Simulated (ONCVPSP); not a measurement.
# W: generating and testing an ONCV potential

Aim: build the potential from the settings below, then test how well it stands in for the atom: other configurations, scattering, ghost states and the plane-wave cutoff that it needs.

Program: ONCVPSP 4.0.1.1 (patched build). Reference atom: PBE, scalar-relativistic, spherical and spin-unpolarised. All values are calculated.

### 1 Starting point

The settings as typed:

```
element                 : tungsten (W, Z = 74)
type                    : optimised norm-conserving Vanderbilt (ONCV)
frozen core             : [Kr] 4d10 4f14 5s2
valence charge          : 12
reference configuration : 5p6 5d4 6s2
partial waves           : 6s: rc 2.80 bohr, ncon 4, nbas 8, qcut 2 1/bohr, 2 projectors, debl 0.5 Ha; 5p: rc 1.50 bohr, ncon 4, nbas 8, qcut 9.9 1/bohr, 3 projectors, debl 1 Ha; 5d: rc 1.90 bohr, ncon 3, nbas 7, qcut 5.1 1/bohr, 2 projectors, debl 2.4 Ha
local potential         : polynomial inside 1.00 bohr (lpopt 5, dvloc0 1 Ha)
core correction         : Teter function, fcfact 5.5, rcfact 1.8
```

The outer shells as boxes (Hund's rule for the drawing; the calculation is spin-unpolarised):

```
[Kr] core
4d [↑↓][↑↓][↑↓][↑↓][↑↓]
4f [↑↓][↑↓][↑↓][↑↓][↑↓][↑↓][↑↓]
5s [↑↓]
5p [↑↓][↑↓][↑↓]
5d [↑ ][↑ ][↑ ][↑ ][  ]
6s [↑↓]
```

The nodes and maxima of the atom's own shells, from an earlier all-electron run, set the scale for the radii.

All-electron outer shells of the reference configuration (PBE, scalar-relativistic, ld1.x):

```json
{"shell": "5p", "level (eV)": "-43.20", "outermost node (bohr)": "0.57", "outermost maximum (bohr)": "1.09"}
{"shell": "4f", "level (eV)": "-33.21", "outermost node (bohr)": "–", "outermost maximum (bohr)": "0.43"}
{"shell": "6s", "level (eV)": "-5.71", "outermost node (bohr)": "1.28", "outermost maximum (bohr)": "2.67"}
{"shell": "5d", "level (eV)": "-4.48", "outermost node (bohr)": "0.63", "outermost maximum (bohr)": "1.49"}
{"shell": "6p", "level (eV)": "-1.36", "outermost node (bohr)": "1.54", "outermost maximum (bohr)": "3.75"}
```

### 2 The generation run

W.dat reads:

```
# ATOM AND REFERENCE CONFIGURATION
# atsym  z   nc   nv     iexc    psfile
  W 74.00   11    3        4      upf
#
#   n    l    f
    1    0    2.00
    2    0    2.00
    2    1    6.00
    3    0    2.00
    3    1    6.00
    3    2   10.00
    4    0    2.00
    4    1    6.00
    4    2   10.00
    4    3   14.00
    5    0    2.00
    5    1    6.00
    5    2    4.00
    6    0    2.00
#
# PSEUDOPOTENTIAL AND OPTIMIZATION
# lmax
    2
#
#   l,   rc,      ep,       ncon, nbas, qcut
    0    2.80    0.00    4    8    2.00
    1    1.50    0.00    4    8    9.90
    2    1.90    0.00    3    7    5.10
#
# LOCAL POTENTIAL
# lloc, lpopt,  rc(5),   dvloc0
    4    5    1.00    1.00
#
# VANDERBILT-KLEINMAN-BYLANDER PROJECTORs
# l, nproj, debl
    0    2    0.50
    1    3    1.00
    2    2    2.40
#
# MODEL CORE CHARGE
# icmod, fcfact, rcfact
    3    5.50    1.80
#
# LOG DERIVATIVE ANALYSIS
# epsh1, epsh2, depsh
   -3.00    5.00    0.02
#
# OUTPUT GRID
# rlmax, drl
    6.00    0.01
#
# TEST CONFIGURATIONS
# ncnf
    4
# nvcnf
#   n    l    f
    3
    5    1    6.00
    5    2    4.00
    6    0    1.00
#
    3
    5    1    6.00
    5    2    4.00
    6    0    0.00
#
    3
    5    1    6.00
    5    2    3.00
    6    0    0.00
#
    3
    5    1    6.00
    5    2    4.50
    6    0    1.50
#
```

On the command line:

```console
$ oncvpsp.x < W.dat > W.out
```

**Question.** What will these runs give? Wanted: cutoffs for 1 and 0.1 mHa per electron, occupied waves; bound ghosts; GHOST(+) flags; largest test error; largest phase difference near zero energy, channels read; rms error of d²Exc/dn², without and with the model core; projector energies reset by the program.

**Answer**, as computed:

| quantity | value |
| --- | --- |
| cutoffs for 1 and 0.1 mHa per electron, occupied waves | 32 Ha and 38 Ha |
| bound ghosts | s at -281.32 eV, d at -3060.50 eV |
| GHOST(+) flags | s at 22 eV, p at 405 eV |
| largest test error (AE − PS) | -370 meV, for 5p6 5d3 6s0 |
| largest phase difference near zero energy, channels read | 0.000 rad |
| rms error of d²Exc/dn², without and with the model core | 4.80 and 3.87 mHa |
| projector energies reset by the program | p: -1.588, 0.250, 1.250 Ha |

In words: A bound ghost (s, d) makes it unfit for use: electrons can fall into a state that the atom doesn't have. The worst unpolarised test, 5p6 5d3 6s0, is off by 370 meV on 49.9 eV; by total energies transferability rates as poor. That test lies far up in energy; among those under 40 eV, nearer to bonding, the largest error is 152 meV. By its cutoff, 32 Ha for the looser tolerance, it is of middling hardness. At the looser tolerance the 5p wave is the slowest; 5d needs 12 Ha. Near zero energy the phases of the channels with partial waves agree within 0.001 rad. The program also flags highly localised states, GHOST(+) (s, p). Note that the frozen 4f shell (-33 eV) lies higher than the valence 5p shell (-43 eV). All of this concerns the isolated atom, not yet a solid.
